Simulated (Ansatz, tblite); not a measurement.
**SnHMe2(NMeEt) (C5H15NSn): rung by rung**

An exercise on one series of results from a longer session: the logs are not shown, and one member is left open.

Program: Ansatz 0.2.0, Gaussian basis. Level of theory: as each input shows. These are calculated values, not measurements.

Levels to be run: GFN1-xTB, GFN2-xTB, PBE-D4/def2-TZVP, r2SCAN-D4/def2-TZVP, ωB97M-V/def2-TZVP, HSE06-D4/def2-TZVP, BHLYP-D4/def2-TZVP, PBE-D4/def2-SVP, PBE0-D4/def2-SVP, MP2/def2-TZVP, RPA/def2-TZVP.

2 further runs of the same task are left out: 2 set aside as unsound or not needed.

## The relaxed structure

The singlet was relaxed beforehand with PBE-D4/def2-SVP.

22 atoms, charge 0, spin multiplicity 1.

Bond lengths: C1–Sn7 2.169 Å, C1–H9 1.108 Å, C1–H10 1.107 Å, C1–H11 1.107 Å, C2–Sn7 2.182 Å, C2–H12 1.108 Å, C2–H13 1.107 Å, C2–H14 1.107 Å, C3–N6 1.448 Å, C3–H15 1.117 Å, C3–H16 1.122 Å, C3–H17 1.111 Å, C4–C5 1.539 Å, C4–N6 1.454 Å, C4–H18 1.119 Å, C4–H19 1.113 Å, C5–H20 1.110 Å, C5–H21 1.111 Å and more. Angles: Sn7–C1–H9 110.1°, Sn7–C1–H10 109.5°, Sn7–C1–H11 110.1°, H9–C1–H10 109.3°, H9–C1–H11 108.7°, H10–C1–H11 109.2°, Sn7–C2–H12 110.1°, Sn7–C2–H13 110.1°, Sn7–C2–H14 109.6°, H12–C2–H13 109.1°, H12–C2–H14 108.9°, H13–C2–H14 109.0°, N6–C3–H15 110.3°, N6–C3–H16 115.9°, N6–C3–H17 110.6°, H15–C3–H16 106.3°, H15–C3–H17 106.6°, H16–C3–H17 106.7° and more.

Sn takes a core potential in the def2 sets. No spin-orbit coupling is included.

PBE0-D4/def2-TZVP was run before; its log isn't repeated, and its numbers join the tables.

The first run:

Tight binding, by tblite at 300 K electronic temperature and without a spin-polarisation term:

```python
tblite.interface.Calculator('GFN1-xTB', numbers, positions, charge=0, uhf=0).singlepoint()
```

Tight binding, by tblite at 300 K electronic temperature and without a spin-polarisation term:

```python
tblite.interface.Calculator('GFN2-xTB', numbers, positions, charge=0, uhf=0).singlepoint()
```

start.molden holds the orbitals of an earlier run on this state, given as this run's starting guess.

File in.yaml:

```yaml
crystal:
  periodic: [false, false, false]
  atoms:
    - {symbol: C, position_ang: [2.839790, 0.958383, -0.444706]}
    - {symbol: C, position_ang: [-0.344818, 2.500961, 0.000504]}
    - {symbol: C, position_ang: [0.058676, -1.346514, -1.350585]}
    - {symbol: C, position_ang: [-0.880163, -1.607437, 0.895575]}
    - {symbol: C, position_ang: [-2.305203, -1.054852, 0.718161]}
    - {symbol: N, position_ang: [0.154329, -1.023169, 0.057968]}
    - {symbol: Sn, position_ang: [0.934182, 0.831125, 0.582504]}
    - {symbol: H, position_ang: [1.098714, 0.734166, 2.308996]}
    - {symbol: H, position_ang: [2.678588, 1.090164, -1.532661]}
    - {symbol: H, position_ang: [3.416051, 0.029736, -0.270871]}
    - {symbol: H, position_ang: [3.419405, 1.822031, -0.064933]}
    - {symbol: H, position_ang: [0.144043, 3.461808, 0.255289]}
    - {symbol: H, position_ang: [-1.316466, 2.438048, 0.526962]}
    - {symbol: H, position_ang: [-0.523576, 2.467720, -1.091886]}
    - {symbol: H, position_ang: [0.018221, -2.454199, -1.491683]}
    - {symbol: H, position_ang: [-0.832231, -0.927678, -1.889898]}
    - {symbol: H, position_ang: [0.958819, -0.990472, -1.896416]}
    - {symbol: H, position_ang: [-0.899618, -2.710032, 0.706940]}
    - {symbol: H, position_ang: [-0.578629, -1.492846, 1.961301]}
    - {symbol: H, position_ang: [-3.029122, -1.594573, 1.364168]}
    - {symbol: H, position_ang: [-2.354818, 0.022576, 0.985379]}
    - {symbol: H, position_ang: [-2.656183, -1.154945, -0.330100]}
basis:
  gaussian: {orbitals: def2-TZVP, initial_orbitals: start.molden}
hamiltonian: {xc: pbe, dispersion: d4}
scf: {omitted_lower_state_checks: [starts]}
output: {forces: true, orbitals: {seedname: orbitals}}
```

Started as:

```sh
ansatz run in.yaml --threads 4 --pin off --events-out ev --progress --plain --max-ram 4787MiB
```

Among the steps run: PBE-D4/def2-TZVP; r2SCAN-D4/def2-TZVP; ωB97M-V/def2-TZVP; HSE06-D4/def2-TZVP; BHLYP-D4/def2-TZVP; PBE-D4/def2-SVP; PBE0-D4/def2-SVP; MP2/def2-TZVP; RPA/def2-TZVP.

One of the session's tables, all rows but one given; the rest of the session is left out.

It belongs to the step «Binding energy». 

```
              level  binding an atom (eV)
       HF/def2-TZVP                 2.760
    PBE-D4/def2-SVP                 3.839
   PBE-D4/def2-TZVP                 3.819
r2SCAN-D4/def2-TZVP                 3.756
   PBE0-D4/def2-SVP                 3.794
  PBE0-D4/def2-TZVP                 3.770
 HSE06-D4/def2-TZVP                     ?
 BHLYP-D4/def2-TZVP                 3.675
  ωB97M-V/def2-TZVP                 3.763
      MP2/def2-TZVP                 3.643
```

Estimate the missing values for HSE06-D4/def2-TZVP.

The run gave: binding an atom (eV): 3.772. In the column «binding an atom (eV)» it lies between PBE0-D4/def2-TZVP (3.770) and PBE0-D4/def2-SVP (3.794).

Caveats from the session: Free atoms were run apart at each level; binding is atoms less cluster, divided by the number of atoms, without zero-point or spin-orbit terms.
